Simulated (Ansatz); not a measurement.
# C2H10N2Zr: small, medium and large basis sets

The task here is to estimate one member of a computed series from the others.

Computed with Ansatz 0.2.0, Gaussian basis. Level: one geometry, several basis sets.

Levels to be run: PBE0-D4/def2-SVP; ωB97M-V/def2-SVP; PBE0-D4/def2-QZVPP; ωB97M-V/def2-QZVPP; the functionals' def2-TZVPP values are taken from earlier runs.

### The geometry

All runs share one geometry, relaxed beforehand with PBE0-D4 in a triple-zeta def2 set. Zr takes the def2 core potential; no spin-orbit term is included.

15 atoms, charge 0, spin multiplicity 1.

Atoms are counted from 1 here; the program's logs count them from 0.

Bond lengths: C1–Zr2 2.236 Å, C1–H6 1.097 Å, C1–H7 1.098 Å, C1–H8 1.097 Å, Zr2–C3 2.236 Å, Zr2–N4 2.032 Å, Zr2–N5 2.032 Å, C3–H9 1.097 Å, C3–H10 1.097 Å, C3–H11 1.098 Å, N4–H12 1.013 Å, N4–H13 1.010 Å, N5–H14 1.012 Å, N5–H15 1.012 Å. Angles: Zr2–C1–H6 112.7°, Zr2–C1–H7 110.0°, Zr2–C1–H8 112.1°, H6–C1–H7 107.4°, H6–C1–H8 107.1°, H7–C1–H8 107.3°, C1–Zr2–C3 107.6°, C1–Zr2–N4 107.5°, C1–Zr2–N5 112.0°, C3–Zr2–N4 107.5°, C3–Zr2–N5 111.9°, N4–Zr2–N5 110.1°, Zr2–C3–H9 112.1°, Zr2–C3–H10 112.7°, Zr2–C3–H11 110.0°, H9–C3–H10 107.1°, H9–C3–H11 107.3°, H10–C3–H11 107.4° and more.

The first run:

The input, in.yaml:

```yaml
crystal:
  periodic: [false, false, false]
  atoms:
    - {symbol: C, position_ang: [-2.029537, -0.086851, 0.525691]}
    - {symbol: Zr, position_ang: [0.116256, 0.224488, -0.020209]}
    - {symbol: C, position_ang: [0.929903, -1.739750, -0.712498]}
    - {symbol: N, position_ang: [1.111857, 0.732520, 1.676849]}
    - {symbol: N, position_ang: [0.340269, 1.676570, -1.424343]}
    - {symbol: H, position_ang: [-2.554818, 0.854322, 0.728073]}
    - {symbol: H, position_ang: [-2.557809, -0.587427, -0.297059]}
    - {symbol: H, position_ang: [-2.142205, -0.716373, 1.416593]}
    - {symbol: H, position_ang: [0.986544, -2.472761, 0.101345]}
    - {symbol: H, position_ang: [1.936713, -1.653649, -1.138687]}
    - {symbol: H, position_ang: [0.279403, -2.163823, -1.489394]}
    - {symbol: H, position_ang: [1.129329, 0.148346, 2.503678]}
    - {symbol: H, position_ang: [1.653443, 1.564954, 1.861886]}
    - {symbol: H, position_ang: [-0.283607, 2.460100, -1.569915]}
    - {symbol: H, position_ang: [1.062559, 1.708536, -2.132610]}
basis:
  gaussian: {orbitals: def2-SVP}
hamiltonian: {xc: pbe0, dispersion: d4}
output: {orbitals: {seedname: orbitals}}
```

On the command line:

```sh
> ansatz run in.yaml --threads 4 --pin off --events-out ev --progress --plain --max-ram 11315MiB
```

Steps of the session up to this table: PBE0-D4 in def2-SVP; ωB97M-V in def2-SVP; PBE0-D4 in def2-QZVPP; ωB97M-V in def2-QZVPP.

One table of the session follows, with a row left open; its other results are not shown here.

It belongs to the step «Density functionals: the series». 

```
functional       basis  HOMO (eV)
   PBE0-D4    def2-SVP      -6.80
   PBE0-D4  def2-TZVPP      -6.94
   PBE0-D4  def2-QZVPP          ?
   ωB97M-V    def2-SVP      -9.15
   ωB97M-V  def2-TZVPP      -9.29
   ωB97M-V  def2-QZVPP      -9.32
```

Q: Estimate the row for PBE0-D4, def2-QZVPP from the others.

As computed: HOMO (eV): -6.98. In the column «HOMO (eV)» it lies between ωB97M-V, def2-SVP (-9.15) and PBE0-D4, def2-TZVPP (-6.94).
